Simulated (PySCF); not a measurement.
# C8H7N (4-ethynylaniline): the cost of one run

Programs: PySCF 2.14.0, with routines of our own; each step states its level. All values are computed. Atoms count from 0.

## 1. The system as given

16 atoms, charge 0, multiplicity 1; geometry from: GFN2-xTB.

## 2. Relaxing the molecule at PBE0-D3(BJ)/def2-SVP

Job settings and geometry (Å):

```
{"job": {"xc": "PBE0", "basis": "def2-SVP", "d3": "d3bj", "grid": 2, "kind": "geom"}, "charge": 0, "multiplicity": 1}
C      3.739462     0.475721    -0.776394
C      2.571055     0.329605    -0.540697
C      1.197905     0.153508    -0.251309
C      0.428406     1.223041     0.208059
C     -0.905591     1.047811     0.503866
C     -1.510790    -0.201547     0.349978
N     -2.824498    -0.394928     0.720558
C     -0.740583    -1.267702    -0.120009
C      0.593586    -1.093438    -0.415695
H      4.759922     0.603722    -0.982404
H      0.888500     2.193065     0.328397
H     -1.496672     1.879812     0.861004
H     -3.285130    -1.207682     0.345351
H     -3.401433     0.427553     0.785525
H     -1.203495    -2.236440    -0.247773
H      1.181756    -1.923159    -0.779868
```

The run is started by

```sh
$ OMP_NUM_THREADS=1 python excited_run.py task.json out
```

This one command runs all jobs of the session in turn.

**Question.** How long does this first job take on 1 thread of Arm Neoverse V2, shared host, and how much memory does it need?

About 49 s, with a peak of 0.83 GiB.
